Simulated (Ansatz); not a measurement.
# BiTe3O2: the cost of one run

Computed with Ansatz 0.2.0 (DFT PBE, scalar-relativistic, plane waves, PAW, unless a step's input says otherwise).

## (1) The starting structure

Symmetry: P-3m1, No. 164, trigonal system. Conventional cell: a = 4.132 Å, b = 4.132 Å, c = 10.124 Å, α = 90.00°, β = 90.00°, γ = 120.00°. Around Bi (site symmetry -3m) lie 6 Te at 2.96 Å. Around Te (site symmetry 3m) lie 3 O at 2.90 Å and 3 Bi at 2.96 Å. Te (site symmetry -3m) is surrounded by 6 O at 2.91 Å. O (site symmetry 3m) has 6 Te at 2.90 to 2.91 Å in its first shell of neighbours.

Coordinates:

```cif
data_structure
_symmetry_space_group_name_H-M 'P-3m1'
_symmetry_Int_Tables_number 164
_cell_length_a 4.1317
_cell_length_b 4.1317
_cell_length_c 10.1238
_cell_angle_alpha 90.000
_cell_angle_beta 90.000
_cell_angle_gamma 120.000
_cell_volume 149.67
loop_
_atom_site_label
_atom_site_type_symbol
_atom_site_symmetry_multiplicity
_atom_site_Wyckoff_symbol
_atom_site_fract_x
_atom_site_fract_y
_atom_site_fract_z
_atom_site_occupancy
Bi1 Bi 1 a 0.00000 0.00000 0.00000 1
Te1 Te 2 d 0.33333 0.66667 0.17324 1
Te2 Te 1 b 0.00000 0.00000 0.50000 1
O1 O 2 d 0.33333 0.66667 0.66381 1
```

A structure generator made this guess: species swapped into a database cell of Sn2PbSe3 (P-3m1, No. 164), with O on the Sn sites, Bi on the Pb sites and Te on the Se sites. The dimensions are guesses.

## (2) Probe: one point on a coarse mesh

Input file input.yaml:

```yaml
crystal:
  lattice:
    - [4.13170662, 0.0, 0.0]
    - [-2.06585331, 3.5781629, 0.0]
    - [0.0, 0.0, 10.12382836]
  atoms:
    - { symbol: Bi, position: [0.0, 0.0, 0.0] }
    - { symbol: Te, position: [0.33333333, 0.66666667, 0.17323813] }
    - { symbol: Te, position: [0.66666667, 0.33333333, 0.82676187] }
    - { symbol: Te, position: [0.0, 0.0, 0.5] }
    - { symbol: O, position: [0.33333333, 0.66666667, 0.66380775] }
    - { symbol: O, position: [0.66666667, 0.33333333, 0.33619225] }
basis:
  ecutwfc: 420
kpoints:
  mp_grid: { grid: [6, 6, 2] }
hamiltonian:
  xc: pbe
scf:
  occupations: { method: gaussian, width: 0.1 }
  lower_state_search: "off"
output:
  forces: true
  stress: true
  eigenvalues: true
```

The run is started by

```
$ ansatz run input.yaml --threads 1 --pin off --max-ram 2560MiB --backend cpu --events-out ev --progress --plain --runs-dir out
```

Q: Estimate wall time and peak memory on 1 thread of Intel Xeon at 2.50GHz (Skylake/Cascade Lake), shared host.

About 7.8 s, with a peak of 0.45 GiB.
